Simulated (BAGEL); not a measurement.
# CHClFNSi (SMILES FC1=N[SiH]1Cl), step by step

We compute the energy (HF/def2-SV(P)), then a single-point energy (NEVPT2(2,2)/def2-SV(P)), then a single-point energy (CASPT2(2,2)/def2-SV(P)) of CHClFNSi. 

Program for the calculation: BAGEL 1.2.2.

1 further run of the same task is left out (set aside as unsound or not needed).

## (1) The system as given

CHClFNSi: 6 atoms, total charge 0, spin state singlet. SMILES: `FC1=N[SiH]1Cl`. One bond was lengthened or shortened from a relaxed shape.

Bond lengths: F1–C2 1.310 Å, C2–N3 1.270 Å, C2–Si4 1.756 Å, N3–Si4 1.774 Å, Si4–Cl5 2.023 Å, Si4–H6 1.249 Å. Angles: F1–C2–N3 128.1°, F1–C2–Si4 162.2°, N3–C2–Si4 69.7°, C2–N3–Si4 68.1°, C2–Si4–N3 42.2°, C2–Si4–Cl5 123.2°, N3–Si4–Cl5 119.8°, C2–Si4–H6 125.2°, N3–Si4–H6 120.9°, Cl5–Si4–H6 109.4°.

## (2) The energy at HF/def2-SV(P) (density fitting with svp-jkfit) (run 1)

File input.json:

```json
{ "bagel": [

{
  "title": "molecule",
  "basis": "def2-sv_p_.json",
  "df_basis": "svp-jkfit",
  "angstrom": false,
  "geometry": [
    { "atom": "F", "xyz": [     0.13485464,    -4.19874846,    -0.84120780 ] },
    { "atom": "C", "xyz": [     0.24502567,    -1.86002341,    -0.03505064 ] },
    { "atom": "N", "xyz": [     2.17953830,    -0.62792198,     0.67000618 ] },
    { "atom": "Si", "xyz": [    -0.60629595,     1.23326928,     0.80946796 ] },
    { "atom": "Cl", "xyz": [    -1.15771803,     4.02439477,    -1.74411895 ] },
    { "atom": "H", "xyz": [    -1.53748117,     1.86969503,     2.88258823 ] }
  ]
},

{ "title": "hf" },

{ "title": "print", "file": "orbitals.molden", "orbitals": true }

]}
```

The basis set def2-SV(P) is read from a file made from the Basis Set Exchange's data (not shown).

Command:

```sh
$ BAGEL_NUM_THREADS=1 BAGEL input.json > input.out
```

Log:

```text
* using 1 threads per process

  ===============================================================
  ===============================================================

  *** Geometry ***

  { "atom" : "F", "xyz" : [      0.134855,     -4.198748,     -0.841208 ] },
  { "atom" : "C", "xyz" : [      0.245026,     -1.860023,     -0.035051 ] },
  { "atom" : "N", "xyz" : [      2.179538,     -0.627922,      0.670006 ] },
  { "atom" : "Si", "xyz" : [     -0.606296,      1.233269,      0.809468 ] },
  { "atom" : "Cl", "xyz" : [     -1.157718,      4.024395,     -1.744119 ] },
  { "atom" : "H", "xyz" : [     -1.537481,      1.869695,      2.882588 ] },

  Number of auxiliary basis functions:      503

  Since a DF basis is specified, we compute 2- and 3-index integrals:
    o Being stored without compression. Storage requirement is 0.026 GB

  Number of basis functions:       80
  Number of electrons      :       54

    * METHOD: MOLECULE                             0.15

  *** RHF ***

  === Nuclear Repulsion ===
   259.2123013852

      * DIIS with orbital gradients will be used.

  === RHF iteration (def2-sv_p_.json) ===
      0       -940.13326925          0.01871612           0.05
      1       -940.25601742          0.01321311           0.05
      2       -940.33401889          0.00159070           0.05
      3       -940.33618374          0.00080473           0.05
      4       -940.33660653          0.00022022           0.05
      5       -940.33668106          0.00010399           0.05
      6       -940.33669573          0.00005297           0.05
      7       -940.33669999          0.00001066           0.05
      8       -940.33670016          0.00000357           0.05
      9       -940.33670017          0.00000184           0.05
     10       -940.33670018          0.00000057           0.05
     11       -940.33670018          0.00000019           0.05
     12       -940.33670018          0.00000007           0.05
     13       -940.33670018          0.00000003           0.05
     14       -940.33670018          0.00000002           0.05
     15       -940.33670018          0.00000001           0.05
    * SCF iteration converged.

    * Permanent dipole moment:
           (    0.909266,    -0.600281,    -0.480396) a.u.

    * METHOD: HF                                   0.87

    * METHOD: PRINT                                0.01

  ===============================================================
```

Wall time 1.2 s (1 thread of AMD EPYC 9R45 (Zen 5), shared host); peak memory 0.15 GiB.

## (3) The energy at NEVPT2(2,2)/def2-SV(P) (density fitting with svp-jkfit) (run 2)

File input.json:

```json
{ "bagel" : [

{
  "title" : "molecule",
  "basis" : "def2-sv_p_.json",
  "df_basis" : "svp-jkfit",
  "angstrom" : false,
  "geometry" : [
    { "atom" : "F", "xyz" : [  0.13485464, -4.19874846, -0.84120780 ] },
    { "atom" : "C", "xyz" : [  0.24502567, -1.86002341, -0.03505064 ] },
    { "atom" : "N", "xyz" : [  2.17953830, -0.62792198,  0.67000618 ] },
    { "atom" : "Si", "xyz" : [ -0.60629595,  1.23326928,  0.80946796 ] },
    { "atom" : "Cl", "xyz" : [ -1.15771803,  4.02439477, -1.74411895 ] },
    { "atom" : "H", "xyz" : [ -1.53748117,  1.86969503,  2.88258823 ] }
  ]
},
{ "title" : "hf" },
{ "title" : "nevpt2", "nstate" : 1, "nact" : 2, "nclosed" : 26, "active" : [20, 33], "maxiter" : 200, "natocc" : true, "ncore" : 13 },
{ "title" : "print", "file" : "orbitals.molden", "orbitals" : true }

]}
```

The basis set def2-SV(P) is read from a file made from the Basis Set Exchange's data (not shown).

Command:

```sh
$ BAGEL_NUM_THREADS=1 BAGEL input.json > input.out
```

Log:

```text
* using 1 threads per process

  ===============================================================
  ===============================================================

  *** Geometry ***

  { "atom" : "F", "xyz" : [      0.134855,     -4.198748,     -0.841208 ] },
  { "atom" : "C", "xyz" : [      0.245026,     -1.860023,     -0.035051 ] },
  { "atom" : "N", "xyz" : [      2.179538,     -0.627922,      0.670006 ] },
  { "atom" : "Si", "xyz" : [     -0.606296,      1.233269,      0.809468 ] },
  { "atom" : "Cl", "xyz" : [     -1.157718,      4.024395,     -1.744119 ] },
  { "atom" : "H", "xyz" : [     -1.537481,      1.869695,      2.882588 ] },

  Number of auxiliary basis functions:      503

  Since a DF basis is specified, we compute 2- and 3-index integrals:
    o Being stored without compression. Storage requirement is 0.026 GB

  Number of basis functions:       80
  Number of electrons      :       54

    * METHOD: MOLECULE                             0.15

  *** RHF ***

  === Nuclear Repulsion ===
   259.2123013852

      * DIIS with orbital gradients will be used.

  === RHF iteration (def2-sv_p_.json) ===
      0       -940.13326925          0.01871612           0.05
      1       -940.25601742          0.01321311           0.05
      2       -940.33401889          0.00159070           0.05
      3       -940.33618374          0.00080473           0.05
      4       -940.33660653          0.00022022           0.05
      5       -940.33668106          0.00010399           0.05
      6       -940.33669573          0.00005297           0.05
      7       -940.33669999          0.00001066           0.05
      8       -940.33670016          0.00000357           0.05
      9       -940.33670017          0.00000184           0.05
     10       -940.33670018          0.00000057           0.05
     11       -940.33670018          0.00000019           0.05
     12       -940.33670018          0.00000007           0.05
     13       -940.33670018          0.00000003           0.05
     14       -940.33670018          0.00000002           0.05
     15       -940.33670018          0.00000001           0.05
    * SCF iteration converged.

    * Permanent dipole moment:
           (    0.909266,    -0.600281,    -0.480396) a.u.

    * METHOD: HF                                   0.88

    * freezing 13 orbitals
  ---------------------------
      CASSCF calculation
  ---------------------------

    ==== Active orbitals : =====
         Orbital 20
         Orbital 33
    ============================

    * nstate   :      1
    * nclosed  :     26
    * nact     :      2
    * nvirt    :     52
  === CASSCF iteration (def2-sv_p_.json) ===

    * Using the second-order algorithm

      0  0      -940.33673384     9.04e-06      0.01

      1  0      -940.33736031     1.10e-04      0.16

      2  0      -940.34661502     3.86e-04      0.19

      3  0      -940.34749554     9.18e-05      0.24

      4  0      -940.34750899     2.71e-05      0.24

      5  0      -940.34750936     6.94e-06      0.25

      6  0      -940.34750937     1.62e-06      0.25

      7  0      -940.34750937     3.65e-07      0.25

      8  0      -940.34750937     8.11e-08      0.23

      9  0      -940.34750937     1.80e-08      0.21

     10  0      -940.34750937     3.96e-09      0.17

    * Second-order optimization converged. *

     guess   0:   closed 1.                   open ..

  === FCI iteration ===

      0  0      -940.33663480     7.10e-02      0.00
      1  0      -940.34750423     1.16e-03      0.00
      2  0 *    -940.34750937     7.19e-16      0.00

     * ci vector, state   0, <S^2> = 0.0000
       2.     0.9970776015
       .2    -0.0763953959

  === DF-NEVPT2 calculation ===

    * 3-index integral transformation done
    * assembly done

      NEVPT2 correlation energy:   -0.6613103931      0.09

          (+0)     -0.6306541129
          (+0)'    -0.0024141830
          (+1)     -0.0083187164
          (+1)'    -0.0000000000
          (+2)     -0.0001382791
          (-1)     -0.0149040662
          (-1)'     0.0000000000
          (-2)     -0.0048810354

      NEVPT2 total energy:       -941.0088197652

    * METHOD: NEVPT2                               2.48

    * METHOD: PRINT                                0.01

  ===============================================================
```

It took 3.9 s on 1 thread of AMD EPYC 9R45 (Zen 5), shared host; peak memory 0.15 GiB.

## (4) The energy at CASPT2(2,2)/def2-SV(P) (density fitting with svp-jkfit) (run 3)

File input.json:

```json
{ "bagel": [

{
  "title": "molecule",
  "basis": "def2-sv_p_.json",
  "df_basis": "svp-jkfit",
  "angstrom": false,
  "geometry": [
    { "atom": "F", "xyz": [     0.13485464,    -4.19874846,    -0.84120780 ] },
    { "atom": "C", "xyz": [     0.24502567,    -1.86002341,    -0.03505064 ] },
    { "atom": "N", "xyz": [     2.17953830,    -0.62792198,     0.67000618 ] },
    { "atom": "Si", "xyz": [    -0.60629595,     1.23326928,     0.80946796 ] },
    { "atom": "Cl", "xyz": [    -1.15771803,     4.02439477,    -1.74411895 ] },
    { "atom": "H", "xyz": [    -1.53748117,     1.86969503,     2.88258823 ] }
  ]
},

{ "title": "hf" },

{ "title": "casscf", "nstate": 1, "nact": 2, "nclosed": 26, "nspin": 0, "active": [20, 33], "maxiter": 200, "natocc": true },

{ "title": "print", "file": "orbitals.molden", "orbitals": true },

{ "title": "smith", "method": "caspt2", "ms": true, "xms": true, "sssr": true, "shift": 0.2, "shift_imag": true, "ncore": 13 }

]}
```

The basis set def2-SV(P) is read from a file made from the Basis Set Exchange's data (not shown).

Command:

```sh
$ BAGEL_NUM_THREADS=1 BAGEL input.json > input.out
```

Log:

```text
* using 1 threads per process

  ===============================================================
  ===============================================================

  *** Geometry ***

  { "atom" : "F", "xyz" : [      0.134855,     -4.198748,     -0.841208 ] },
  { "atom" : "C", "xyz" : [      0.245026,     -1.860023,     -0.035051 ] },
  { "atom" : "N", "xyz" : [      2.179538,     -0.627922,      0.670006 ] },
  { "atom" : "Si", "xyz" : [     -0.606296,      1.233269,      0.809468 ] },
  { "atom" : "Cl", "xyz" : [     -1.157718,      4.024395,     -1.744119 ] },
  { "atom" : "H", "xyz" : [     -1.537481,      1.869695,      2.882588 ] },

  Number of auxiliary basis functions:      503

  Since a DF basis is specified, we compute 2- and 3-index integrals:
    o Being stored without compression. Storage requirement is 0.026 GB

  Number of basis functions:       80
  Number of electrons      :       54

    * METHOD: MOLECULE                             0.14

  *** RHF ***

  === Nuclear Repulsion ===
   259.2123013852

      * DIIS with orbital gradients will be used.

  === RHF iteration (def2-sv_p_.json) ===
      0       -940.13326925          0.01871612           0.05
      1       -940.25601742          0.01321311           0.05
      2       -940.33401889          0.00159070           0.04
      3       -940.33618374          0.00080473           0.04
      4       -940.33660653          0.00022022           0.04
      5       -940.33668106          0.00010399           0.04
      6       -940.33669573          0.00005297           0.04
      7       -940.33669999          0.00001066           0.04
      8       -940.33670016          0.00000357           0.04
      9       -940.33670017          0.00000184           0.04
     10       -940.33670018          0.00000057           0.04
     11       -940.33670018          0.00000019           0.04
     12       -940.33670018          0.00000007           0.04
     13       -940.33670018          0.00000003           0.04
     14       -940.33670018          0.00000002           0.05
     15       -940.33670018          0.00000001           0.05
    * SCF iteration converged.

    * Permanent dipole moment:
           (    0.909266,    -0.600281,    -0.480396) a.u.

    * METHOD: HF                                   0.84

  ---------------------------
      CASSCF calculation
  ---------------------------

    ==== Active orbitals : =====
         Orbital 20
         Orbital 33
    ============================

    * nstate   :      1
    * nclosed  :     26
    * nact     :      2
    * nvirt    :     52
  === CASSCF iteration (def2-sv_p_.json) ===

    * Using the second-order algorithm

      0  0      -940.33673384     9.04e-06      0.01

      1  0      -940.33736031     1.10e-04      0.15

      2  0      -940.34661502     3.86e-04      0.20

      3  0      -940.34749554     9.18e-05      0.25

      4  0      -940.34750899     2.71e-05      0.24

      5  0      -940.34750936     6.94e-06      0.25

      6  0      -940.34750937     1.62e-06      0.26

      7  0      -940.34750937     3.65e-07      0.27

      8  0      -940.34750937     8.11e-08      0.25

      9  0      -940.34750937     1.80e-08      0.22

     10  0      -940.34750937     3.96e-09      0.18

    * Second-order optimization converged. *

     guess   0:   closed 1.                   open ..

  === FCI iteration ===

      0  0      -940.33663480     7.10e-02      0.00
      1  0      -940.34750423     1.16e-03      0.00
      2  0 *    -940.34750937     7.19e-16      0.00

     * ci vector, state   0, <S^2> = 0.0000
       2.     0.9970776015
       .2    -0.0763953959

    * METHOD: CASSCF                               2.40

    * METHOD: PRINT                                0.01

  === SMITH program ===

    * freezing 13 orbitals

    * Approximate memory requirement for SMITH calulation per MPI process:
      o Storage requirement for T-amplitude, lambda, and residual is 0.02 GB
      o Storage requirement for MO integrals is 0.01 GB
    * Calculating and saving rdm4f

    * Zeroth order energy : state  0       -1.2769124850

    * CASPT2 iteration is performed using orthogonal basis

      -------------------------------------------  CASPT2 iteration  ---------------------------------------------------
       #      aibj      arbs      arbi      airj      risj      airs      arst      rist         Etot      error   time
      ------------------------------------------------------------------------------------------------------------------

       0  -0.63001  -0.00621  -0.01539  -0.01019  -0.00023  -0.00209  -0.00000  -0.00000   -0.6641102  0.0015655   0.06
       1  -0.63076  -0.00627  -0.01547  -0.01059  -0.00027  -0.00217   0.00000  -0.00000   -0.6655257  0.0002840   0.04
       2  -0.63076  -0.00626  -0.01549  -0.01063  -0.00027  -0.00216  -0.00000  -0.00000   -0.6655724  0.0000735   0.04
       3  -0.63075  -0.00626  -0.01550  -0.01063  -0.00027  -0.00216   0.00000  -0.00000   -0.6655748  0.0000177   0.05
       4  -0.63076  -0.00626  -0.01550  -0.01063  -0.00027  -0.00216   0.00000  -0.00000   -0.6655749  0.0000045   0.05
       5  -0.63076  -0.00626  -0.01550  -0.01063  -0.00027  -0.00216  -0.00000  -0.00000   -0.6655749  0.0000010   0.05

      ------------------------------------------------------------------------------------------------------------------

    * CASPT2 energy : state  0     -941.0164127722
        w/o shift correction       -941.0130843172
        reference weight              0.8235409048

    * METHOD: SMITH                                0.43

  ===============================================================
```

Run time: 4.2 s. Hardware: 1 thread of AMD EPYC 9R45 (Zen 5), shared host; peak memory 0.18 GiB.

## (5) Results

```
                                   quantity          value
         run 1, HF/def2-SV(P): total energy  -940.33670 Eh
        run 1, HF/def2-SV(P): dipole moment         3.03 D
          run 1, HF/def2-SV(P): HOMO energy      -10.91 eV
          run 1, HF/def2-SV(P): LUMO energy        2.85 eV
        run 1, HF/def2-SV(P): HOMO–LUMO gap       13.76 eV
run 2, NEVPT2(2,2)/def2-SV(P): total energy  -941.00882 Eh
run 3, CASPT2(2,2)/def2-SV(P): total energy  -941.01641 Eh
```
